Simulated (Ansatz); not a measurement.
# Ti3O4: further runs on the relaxed cell

The task here is to estimate one member of a computed series from the others.

Computed with Ansatz 0.2.0 (DFT PBEsol, scalar-relativistic, plane waves, PAW, unless a step's input says otherwise).

### The system as given

Symmetry: Cmmm, No. 65, orthorhombic system. The conventional cell has a = 5.826 Å, b = 8.061 Å, c = 2.969 Å, α = 90.00°, β = 90.00°, γ = 90.00°. Around Ti (site symmetry mmm) lie 6 O at 2.03 to 2.09 Å. Ti (site symmetry 2/m) is surrounded by 6 O at 2.02 to 2.08 Å. O (site symmetry 2mm) has 4 Ti at 2.02 to 2.03 Å in its first shell of neighbours. O (site symmetry m2m) is surrounded by 5 Ti at 2.08 to 2.09 Å.

Structure file:

```cif
data_structure
_symmetry_space_group_name_H-M 'P 1'
_symmetry_Int_Tables_number 1
_cell_length_a 4.9728
_cell_length_b 4.9728
_cell_length_c 2.9690
_cell_angle_alpha 90.000
_cell_angle_beta 90.000
_cell_angle_gamma 108.287
_cell_volume 69.71
loop_
_atom_site_label
_atom_site_type_symbol
_atom_site_fract_x
_atom_site_fract_y
_atom_site_fract_z
_atom_site_occupancy
Ti1 Ti 0.00000 0.00000 0.50000 1
Ti2 Ti 0.50000 0.00000 0.00000 1
Ti3 Ti 0.00000 0.50000 0.00000 1
O1 O 0.76278 0.76278 0.00000 1
O2 O 0.25888 0.74112 0.50000 1
O3 O 0.23722 0.23722 0.00000 1
O4 O 0.74112 0.25888 0.50000 1
```

It goes back to an entry of the Materials Project, which need not be the stable form.

This cell was relaxed beforehand with the same method: volume 9.96 Å³/atom, gap on the mesh none (metal).

The first run:

input.yaml reads:

```yaml
crystal:
  lattice:
    - [2.8833918311, -3.989640591, 0.0]
    - [2.8833918311, 3.989640591, 0.0]
    - [0.0, 0.0, 2.9390351515]
  atoms:
    - { symbol: Ti, position: [0.0, 0.0, 0.5] }
    - { symbol: Ti, position: [0.5, 0.0, 0.0] }
    - { symbol: Ti, position: [0.0, 0.5, 0.0] }
    - { symbol: O, position: [0.7627833111, 0.7627833111, 0.0] }
    - { symbol: O, position: [0.2588765549, 0.7411234451, 0.5] }
    - { symbol: O, position: [0.2372166889, 0.2372166889, 0.0] }
    - { symbol: O, position: [0.7411234451, 0.2588765549, 0.5] }
basis:
  ecutwfc: 420
kpoints:
  mp_grid: { grid: [8, 8, 12] }
hamiltonian:
  xc: pbesol
scf:
  occupations: { method: gaussian, width: 0.1 }
output:
  forces: true
  stress: true
  eigenvalues: true
relax:
  adjacent_minimum: "off"
  f_tol: 0.01
  max_steps: 30
  cell: { stress_tol: 0.1, fix: [volume] }
```

The run is started by

```console
$ ansatz run input.yaml --threads 2 --pin off --max-ram 5120MiB --backend cpu --events-out ev --progress --plain --runs-dir out
```

Among the steps run: Volume × 0.97; The cell scaled to 1.03 of its volume; Point at V/V0 = 0.94; Volume × 1.06; Volume × 0.91; The cell scaled to 1.10 of its volume; Point at V/V0 = 0.88.

One of the session's tables, all rows but one given; the rest of the session is left out.

It belongs to the step «Energy against volume». 

| volume (Å³/atom) | energy above the lowest point (meV/atom) | pressure (GPa) |
| --- | --- | --- |
| 8.764 | 110.7 | 33.42 |
| 9.062 | 58.5 | 22.88 |
| 9.361 | 24.4 | 13.95 |
| 9.660 | ? | ? |
| 9.959 | 0.0 | -0.01 |
| 10.257 | 5.3 | -5.41 |
| 10.556 | 19.8 | -9.98 |
| 10.955 | 51.1 | -14.98 |

Q: Estimate the row for volume (Å³/atom) = 9.660 from the others.

Worked estimate for «energy above the lowest point (meV/atom)». A straight line through the neighbours (9.361, 24.4) and (9.959, 0.0) gives 24.4 + (0.0 − 24.4) × (9.660 − 9.361) / (9.959 − 9.361) = 12.2; a parabola fitted to 4 rows on both sides gives 5.6.

The run gave: energy above the lowest point (meV/atom): 5.7; pressure (GPa): 6.39. In «energy above the lowest point (meV/atom)» the line misses by +6.5 and the parabola by -0.1.

Limits of these values: The final runs have no spin polarisation, so a magnetic state may lie lower.
